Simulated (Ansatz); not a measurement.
**Ni: is there a lower state than plain starts find?**

Aim: test whether Ni has a self-consistent state below the best one that plain SCF starts reached, by the runs listed below. System: Ni, the deposited crystal structure (space group Fm-3m, primitive cell doubled); the cell holds 2 atoms. Source: COD entry 4320501, which need not be the ambient phase.

Method: DFT PBEsol, PAW, plane waves, scalar-relativistic, in Ansatz 0.2.0.

## 1. Starting point

The structure is cubic, space group Fm-3m (No. 225). The conventional cell has a = 3.535 Å, b = 3.535 Å, c = 3.535 Å, α = 90.00°, β = 90.00°, γ = 90.00°. Ni (site symmetry m-3m) has 12 Ni at 2.50 Å as nearest neighbours.

Structure file:

```cif
data_structure
_symmetry_space_group_name_H-M 'P 1'
_symmetry_Int_Tables_number 1
_cell_length_a 4.3289
_cell_length_b 2.4993
_cell_length_c 2.4993
_cell_angle_alpha 90.000
_cell_angle_beta 90.000
_cell_angle_gamma 54.736
_cell_volume 22.08
loop_
_atom_site_label
_atom_site_type_symbol
_atom_site_fract_x
_atom_site_fract_y
_atom_site_fract_z
_atom_site_occupancy
Ni1 Ni 0.00000 0.00000 0.00000 1
Ni2 Ni 0.50000 0.00000 0.50000 1
```

In tables a label like Ni2 counts atoms in the order of input.yaml; a structure file may count by element.

Known so far: 8 plain starts ended in 2 states. The lowest came from “spin on, no moments given (the program may seed its own), plain SCF”: ferromagnetic, site moments Ni1 0.67, Ni2 0.67 μB, total 1.26 μB per cell, no gap on the k-mesh, free energy -11609.9069 eV.

Runs to come: parallel moments, default search for lower states; opposed moments +-, default search for lower states; the moments typed in its input, symmetry off, plain SCF; the moments typed in its input, standard search for lower states.

A plain SCF has the search for lower states switched off and ends at the first converged state. The default search lets the program follow hints of a lower state (another filling of open shells, a soft direction), where it sees any. The standard and full searches may also try other magnetic orders and fillings, and need not reach the lowest state. With a search on, the program may also reshape the start on open shells. Ends within 0.2 meV/atom and 0.1 μB count as one state.

Moments by site are taken inside atomic spheres; the rest lies between them.

## 2. Parallel moments, default search for lower states

Input file input.yaml:

```yaml
crystal:
  lattice:
    - [-1.76726, -3.53452, -1.76726]
    - [-1.76726, 0.0, -1.76726]
    - [1.76726, 0.0, -1.76726]
  atoms:
    - { symbol: Ni, position: [0.0, 0.0, 0.0], spin: 2.0 }
    - { symbol: Ni, position: [0.5, 0.0, 0.5], spin: 2.0 }
magnetization:
  spin_polarized: true
hamiltonian:
  xc: pbesol
  pseudopotentials: { kind: paw }
basis:
  ecutwfc: 420
kpoints:
  mp_grid: { grid: [8, 14, 11] }
scf:
  occupations: { method: fermi_dirac, width: 0.05 }
output:
  forces: true
  stress: true
```

Q: With the starts changed as planned, what states does the cell reach, and which is lowest? Wanted: distinct states; lowest state; total moment; gap on the k-mesh; pressure; largest force; next state.

**Answer**, as computed:

| quantity | value |
| --- | --- |
| distinct states | 2 from 5 converged runs, the best start of step 1 counted |
| lowest state | ferromagnetic |
| its moments | Ni1 0.67, Ni2 0.67 μB |
| total moment | 1.26 μB per cell |
| gap on the k-mesh | none |
| pressure | -12.2 GPa |
| largest force | 0.000 eV/Å |
| next state | non-magnetic, 51.6 meV/atom higher |

**Reading.** No run goes below the best plain start. The 5 converged runs end in 2 distinct states. These are lowest states among those tried, not proven ground states. State 2 reads as a saddle point, which a small push may leave. The mesh has less symmetry than the lattice, which lowers the symmetry of the run.
